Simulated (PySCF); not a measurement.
# CH9GeN3: the cost of one run

Programs: PySCF 2.14.0, with density-fitted response routines of our own. Each step states its level of theory. These are calculated values for one molecule in the gas phase, unless marked as measured. Atoms are numbered from 0 throughout.

## Step 1: The molecule as given

14 atoms, charge 0, multiplicity 1; geometry from: GFN2-xTB. The atoms were then displaced at random by about 0.01 Å, so the start is not that level's minimum.

Bonds of the start (Å): C0–N1 1.43, N1–Ge2 1.81, Ge2–N3 1.84, Ge2–N4 1.82, C0–H5 1.10, C0–H6 1.12, C0–H7 1.08, N1–H8 1.03, Ge2–H9 1.53, N3–H10 1.02, N3–H11 0.98, N4–H12 1.00, N4–H13 0.99.

## Step 2: Relaxing the molecule at PBE0-D3(BJ)/def2-SVP

The job: settings as JSON, then the geometry in Å.

```
{"job": {"xc": "PBE0", "basis": "def2-SVP", "d3": "d3bj", "grid": 1, "shake": 0.01, "kind": "geom"}, "charge": 0, "multiplicity": 1}
C     -1.858200    -0.244320    -0.171230
N     -1.073030    -0.184800     1.023930
Ge     0.714410     0.122330     0.956380
N      1.168770     1.420570    -0.262180
N      1.693860    -1.295900     0.361340
H     -2.786210    -0.802090     0.000220
H     -2.165950     0.772390    -0.530940
H     -1.288920    -0.693670    -0.971150
H     -1.562610     0.287440     1.794940
H      1.133270     0.345250     2.414560
H      0.743090     2.334700    -0.082920
H      2.125800     1.518160    -0.453090
H      1.477870    -2.161970     0.812840
H      1.670700    -1.433160    -0.620440
```

Command:

```bash
$ OMP_NUM_THREADS=1 python probes_run.py task.json out
```

This one command runs all jobs of the session in turn.

Q: Estimate the wall time and peak memory of this first job on 1 thread of Arm Neoverse V1, shared host.

About 70 s, with a peak of 0.57 GiB.
